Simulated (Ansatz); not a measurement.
# TiNbP3O12: the cost of one run

Computed with Ansatz 0.2.0 (DFT, PBE, plane-wave PAW, default files, scalar-relativistic, as far as a step names no other, unless a step's input says otherwise).

### Step 1. The system as given

The structure is trigonal, space group R3c (No. 161). The conventional cell has a = 8.734 Å, b = 8.734 Å, c = 22.181 Å, α = 90.00°, β = 90.00°, γ = 120.00°. Around Ti (site symmetry 3) lie 6 O at 1.94 to 1.98 Å. Nb (site symmetry 3) has 6 O at 1.97 to 2.01 Å as nearest neighbours. Around P (site symmetry 1) lie 4 O at 1.52 to 1.56 Å. O (site symmetry 1) has 1 P at 1.52 Å and 1 Ti at 1.98 Å as nearest neighbours. O (site symmetry 1) is surrounded by 1 P at 1.55 Å and 1 Nb at 2.01 Å. O (site symmetry 1) is surrounded by 1 P at 1.53 Å and 1 Ti at 1.94 Å. Around O (site symmetry 1) lie 1 P at 1.56 Å and 1 Nb at 1.97 Å.

Structure file:

```cif
data_structure
_symmetry_space_group_name_H-M 'P 1'
_symmetry_Int_Tables_number 1
_cell_length_a 8.9492
_cell_length_b 8.9492
_cell_length_c 8.9492
_cell_angle_alpha 58.412
_cell_angle_beta 58.412
_cell_angle_gamma 58.412
_cell_volume 488.39
loop_
_atom_site_label
_atom_site_type_symbol
_atom_site_fract_x
_atom_site_fract_y
_atom_site_fract_z
_atom_site_occupancy
Ti1 Ti 0.64136 0.64136 0.64136 1
Ti2 Ti 0.14136 0.14136 0.14136 1
Nb1 Nb 0.36002 0.36002 0.36002 1
Nb2 Nb 0.86003 0.86003 0.86003 1
P1 P 0.75607 0.46365 0.02806 1
P2 P 0.46365 0.02806 0.75607 1
P3 P 0.02806 0.75607 0.46365 1
P4 P 0.52806 0.96365 0.25607 1
P5 P 0.96365 0.25607 0.52806 1
P6 P 0.25607 0.52806 0.96365 1
O1 O 0.72281 0.49659 0.86094 1
O2 O 0.49659 0.86094 0.72281 1
O3 O 0.86094 0.72281 0.49659 1
O4 O 0.36094 0.99659 0.22281 1
O5 O 0.99659 0.22281 0.36094 1
O6 O 0.22281 0.36094 0.99659 1
O7 O 0.27928 0.50280 0.13637 1
O8 O 0.50280 0.13637 0.27928 1
O9 O 0.13637 0.27928 0.50280 1
O10 O 0.63637 0.00280 0.77928 1
O11 O 0.00280 0.77928 0.63637 1
O12 O 0.77928 0.63637 0.00280 1
O13 O 0.42562 0.56204 0.78881 1
O14 O 0.56204 0.78881 0.42562 1
O15 O 0.78881 0.42562 0.56204 1
O16 O 0.28881 0.06204 0.92562 1
O17 O 0.06204 0.92562 0.28881 1
O18 O 0.92562 0.28881 0.06204 1
O19 O 0.58104 0.43700 0.20754 1
O20 O 0.43700 0.20754 0.58104 1
O21 O 0.20754 0.58104 0.43700 1
O22 O 0.70754 0.93700 0.08104 1
O23 O 0.93700 0.08104 0.70754 1
O24 O 0.08104 0.70754 0.93700 1
```

### Step 2. First run, atoms as given

input.yaml

```yaml
crystal:
  lattice:
    - [4.3667717823, 2.521156864, 7.3935160706]
    - [-4.3667717823, 2.521156864, 7.3935160706]
    - [0.0, -5.042313728, 7.3935160706]
  atoms:
    - { symbol: Ti, position: [0.641363, 0.641363, 0.641363] }
    - { symbol: Ti, position: [0.141363, 0.141363, 0.141363] }
    - { symbol: Nb, position: [0.360025, 0.360025, 0.360025] }
    - { symbol: Nb, position: [0.860025, 0.860025, 0.860025] }
    - { symbol: P, position: [0.756072, 0.463653, 0.028055] }
    - { symbol: P, position: [0.463653, 0.028055, 0.756072] }
    - { symbol: P, position: [0.028055, 0.756072, 0.463653] }
    - { symbol: P, position: [0.528055, 0.963653, 0.256072] }
    - { symbol: P, position: [0.963653, 0.256072, 0.528055] }
    - { symbol: P, position: [0.256072, 0.528055, 0.963653] }
    - { symbol: O, position: [0.72281, 0.496587, 0.86094] }
    - { symbol: O, position: [0.496587, 0.86094, 0.72281] }
    - { symbol: O, position: [0.86094, 0.72281, 0.496587] }
    - { symbol: O, position: [0.36094, 0.996587, 0.22281] }
    - { symbol: O, position: [0.996587, 0.22281, 0.36094] }
    - { symbol: O, position: [0.22281, 0.36094, 0.996587] }
    - { symbol: O, position: [0.279279, 0.502802, 0.136369] }
    - { symbol: O, position: [0.502802, 0.136369, 0.279279] }
    - { symbol: O, position: [0.136369, 0.279279, 0.502802] }
    - { symbol: O, position: [0.636369, 0.002802, 0.779279] }
    - { symbol: O, position: [0.002802, 0.779279, 0.636369] }
    - { symbol: O, position: [0.779279, 0.636369, 0.002802] }
    - { symbol: O, position: [0.425621, 0.562042, 0.788806] }
    - { symbol: O, position: [0.562042, 0.788806, 0.425621] }
    - { symbol: O, position: [0.788806, 0.425621, 0.562042] }
    - { symbol: O, position: [0.288806, 0.062042, 0.925621] }
    - { symbol: O, position: [0.062042, 0.925621, 0.288806] }
    - { symbol: O, position: [0.925621, 0.288806, 0.062042] }
    - { symbol: O, position: [0.58104, 0.436998, 0.207536] }
    - { symbol: O, position: [0.436998, 0.207536, 0.58104] }
    - { symbol: O, position: [0.207536, 0.58104, 0.436998] }
    - { symbol: O, position: [0.707536, 0.936998, 0.08104] }
    - { symbol: O, position: [0.936998, 0.08104, 0.707536] }
    - { symbol: O, position: [0.08104, 0.707536, 0.936998] }
kpoints:
  mp_grid: { grid: [3, 3, 3] }
scf:
  occupations: { method: fermi_dirac, width: 0.02 }
hamiltonian:
  xc: pbe
  pseudopotentials: { kind: paw }
output:
  forces: true
  stress: true
  populations: true
  efg:
    quadrupole_moments_barn: { Ti: 0.247, Nb: -0.32, O: -0.02558 }
    contact_densities: true
  write_density: true
  write_potential: true
  elf: true
  volumetric_format: npy
```

Run with:

```sh
$ ansatz run input.yaml --threads 1 --pin off --max-ram 2560MiB --backend cpu --events-out ev --progress --plain --runs-dir out
```

Q: Estimate wall time and peak memory on 1 thread of Arm Neoverse V1, shared host.

About 1.8 min, with a peak of 1 GiB.
